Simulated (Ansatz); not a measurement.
# Hf2+ (sextet): the correlation ladder, def2-TZVPP

One table from this session's results is given with a row withheld; the runs are named, their logs left out.

Computed with Ansatz 0.2.0, Gaussian basis. Level: def2-TZVPP, core rule «outside noble gas», up to 8 orbitals frozen.

Plan: UHF; ROHF; CCSD(T) on UHF.

## The system

The geometry is a PBE0/def2-TZVP stationary point (not a proven minimum) of the parent state, kept for this charge and spin. No spin-orbit coupling is included. Elements past krypton take def2 core potentials.

2 atoms, charge 1, spin multiplicity 6.

Atoms are counted from 1 here; the program's logs count them from 0.

Bond lengths: Hf1–Hf2 2.714 Å.

Set-up of the first run:

File in.yaml:

```yaml
crystal:
  periodic: [false, false, false]
  atoms:
    - {symbol: Hf, position_ang: [0.000000, 0.000000, 0.000000]}
    - {symbol: Hf, position_ang: [0.000000, 0.000000, 2.713600]}
basis:
  gaussian: {orbitals: def2-TZVPP}
total_charge: 1
magnetization: {spin_polarized: true, initial_magnetization: 5}
hamiltonian: {xc: hf}
output: {orbitals: {seedname: orbitals}}
```

On the command line:

```console
> ansatz run in.yaml --threads 1 --pin off --events-out ev --progress --plain --max-ram 4096MiB --backend cpu
```

Steps of the session up to this table: UHF; ROHF; CCSD(T) on UHF.

One of the session's tables, all rows but one given; the rest of the session is left out.

```
  method  from UCCSD(T) (meV)
    ROHF                    ?
     UHF              +3922.1
    UMP2              +1168.4
   UCCSD               +363.3
UCCSD(T)                    0
```

**Question.** Estimate the row for ROHF.

The run gave: from UCCSD(T) (meV): +4271.6. In the column «from UCCSD(T) (meV)» it is the highest.

Limits of these values: Warnings: spin contamination; coupled cluster took another determinant than the lowest.
